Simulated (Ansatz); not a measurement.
# C₂H₇AlOS: vertical ionisation energy

One table from this session's results is given with a row withheld; the runs are named, their logs left out.

Method: unrestricted cation, the program's frozen cores in correlated methods; program: Ansatz 0.2.0, Gaussian basis.

Plan: UKS PBE-D4/def2-TZVPP; UKS r2SCAN-D4/def2-TZVPP; UKS PBE0-D4/def2-TZVPP; UKS B3LYP-D4/def2-TZVPP; UKS wB97X-V/def2-TZVPP; UKS wB97M-V/def2-TZVPP; UKS B2PLYP/def2-TZVPP; UHF-CCSD(T)/def2-TZVPP; UHF-MP2/def2-QZVPP; extrapolation to the limit; then −ε(HOMO) from the neutral's earlier runs with LDA (SPW92), PBE-D4, revPBE-D4, BLYP-D4, r2SCAN-D4, B97M-V, PBE0-D4, B3LYP-D4, r2SCANh-D4, r2SCAN0-D4, HSE06-D4, BHLYP-D4, CAM-B3LYP-D4, LC-ωPBE, ωB97X-V, ωB97M-V.

**The geometry**

All runs share one geometry, relaxed beforehand with PBE0-D4 in a triple-zeta def2 set.

12 atoms, charge 0, spin multiplicity 1.

Atoms are counted from 1 here; the program's logs count them from 0.

Bond lengths: C1–C2 1.529 Å, C1–H6 1.094 Å, C1–H7 1.093 Å, C1–H8 1.093 Å, C2–Al3 1.945 Å, C2–H9 1.097 Å, C2–H10 1.097 Å, Al3–O4 1.695 Å, Al3–S5 2.195 Å, O4–H11 0.955 Å, S5–H12 1.344 Å. Angles: C2–C1–H6 111.9°, C2–C1–H7 111.7°, C2–C1–H8 111.8°, H6–C1–H7 107.2°, H6–C1–H8 107.2°, H7–C1–H8 106.8°, C1–C2–Al3 115.0°, C1–C2–H9 110.6°, C1–C2–H10 110.5°, Al3–C2–H9 107.8°, Al3–C2–H10 107.7°, H9–C2–H10 104.8°, C2–Al3–O4 119.9°, C2–Al3–S5 119.0°, O4–Al3–S5 121.1°, Al3–O4–H11 125.8°, Al3–S5–H12 94.2°.

Coordinates:

```
C    -1.70341   -0.61558    0.47819
C    -0.46054   -0.94014   -0.35067
Al    0.96877    0.37449   -0.24087
O     2.41494    0.12107   -1.08687
S     0.67254    2.16985    0.98738
H    -2.47310   -1.38622    0.37691
H    -2.15482    0.33349    0.17684
H    -1.46970   -0.53036    1.54280
H    -0.04495   -1.91172   -0.05712
H    -0.72460   -1.05728   -1.40885
H     3.16765    0.70813   -1.09382
H     1.88440    2.67928    0.71007
```

The first run:

in.yaml reads:

```yaml
crystal:
  periodic: [false, false, false]
  atoms:
    - {symbol: C, position_ang: [-1.703410, -0.615582, 0.478190]}
    - {symbol: C, position_ang: [-0.460541, -0.940143, -0.350667]}
    - {symbol: Al, position_ang: [0.968773, 0.374485, -0.240866]}
    - {symbol: O, position_ang: [2.414945, 0.121068, -1.086869]}
    - {symbol: S, position_ang: [0.672545, 2.169854, 0.987383]}
    - {symbol: H, position_ang: [-2.473099, -1.386224, 0.376912]}
    - {symbol: H, position_ang: [-2.154822, 0.333493, 0.176838]}
    - {symbol: H, position_ang: [-1.469696, -0.530358, 1.542803]}
    - {symbol: H, position_ang: [-0.044946, -1.911720, -0.057123]}
    - {symbol: H, position_ang: [-0.724596, -1.057282, -1.408855]}
    - {symbol: H, position_ang: [3.167647, 0.708128, -1.093817]}
    - {symbol: H, position_ang: [1.884400, 2.679281, 0.710072]}
basis:
  gaussian: {orbitals: def2-TZVPP}
total_charge: 1
magnetization: {spin_polarized: true, initial_magnetization: 1}
hamiltonian: {xc: pbe, dispersion: d4}
```

Command:

```sh
> ansatz run in.yaml --threads 2 --pin off --events-out ev --progress --plain --max-ram 22528MiB --backend cuda --devices 0, --max-vram 18GiB
```

Steps of the session up to this table: Cation, UKS PBE-D4/def2-TZVPP; Cation, UKS r2SCAN-D4/def2-TZVPP; Cation, UKS PBE0-D4/def2-TZVPP; Cation, UKS B3LYP-D4/def2-TZVPP; Cation, UKS wB97X-V/def2-TZVPP; Cation, UKS wB97M-V/def2-TZVPP; Cation, UKS B2PLYP (frozen core)/def2-TZVPP; Cation, UHF-CCSD(T)/def2-TZVPP; Cation, UHF-MP2/def2-QZVPP.

One of the session's tables, all rows but one given; the rest of the session is left out.

It belongs to the step «Ionisation energies side by side». Orbital estimates, from the neutral's runs:

| functional | −ε(HOMO) (eV) |
| --- | --- |
| LDA (SPW92) | 6.48 |
| PBE-D4 | ? |
| revPBE-D4 | 6.29 |
| BLYP-D4 | 6.16 |
| r2SCAN-D4 | 6.65 |
| B97M-V | 6.69 |
| PBE0-D4 | 7.58 |
| B3LYP-D4 | 7.31 |
| r2SCANh-D4 | 7.10 |
| r2SCAN0-D4 | 7.78 |
| HSE06-D4 | 7.17 |
| BHLYP-D4 | 8.64 |
| CAM-B3LYP-D4 | 8.90 |
| LC-ωPBE | 10.34 |
| ωB97X-V | 9.96 |
| ωB97M-V | 9.78 |

Q: Estimate the row for PBE-D4 from the others.

As computed: −ε(HOMO) (eV): 6.34. In the column «−ε(HOMO) (eV)» it lies between revPBE-D4 (6.29) and LDA (SPW92) (6.48).
